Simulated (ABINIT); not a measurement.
Runs of ABINIT 10.8.3 (patched build) on Ge3Pd. The structure is cubic, space group Pm-3m (No. 221). The conventional cell has a = 4.142 Å, b = 4.142 Å, c = 4.142 Å, α = 90.00°, β = 90.00°, γ = 90.00°. Pd (site symmetry m-3m) is surrounded by 12 Ge at 2.93 Å. Ge (site symmetry 4/mmm) is surrounded by 4 Pd at 2.93 Å and 8 Ge at 2.93 Å. The cell comes from a database or a generator and needn't be the stable form of this composition.

```tsv
task	level	potentials or basis	cutoff (eV)	fine-grid cutoff	gap on the mesh (eV)	pressure (GPa)
band structure	PBEsol	PseudoDojo NC SR PBEsol v0.4.1 standard	1116	-	none	-4.7
band structure	r2SCAN	JTH PAW PBE v2.0	707	1306.15 eV	none	-2.1
band structure	LDA	JTH PAW LDA v2.0	599	1197.3 eV	none	(a)
single point	PBEsol	PseudoDojo NC SR PBEsol v0.4.1 standard	1116	-	none	-4.7
```

Alike in all rows: no spin polarisation; cell as given; k mesh 7 × 7 × 7; smearing fermi-dirac 0.05 eV.

Fill in the values left out.

(a) -7.4.

Caveats: the PAW data sets were made with another functional, which shifts forces and pressure a little (some runs).

A k mesh can miss the band edges, and the runs leave out spin-orbit coupling on Ge, Pd.

A gap of «none» marks a metal or a gap under the smearing width.

Runs at the PBE level aren't shown here.
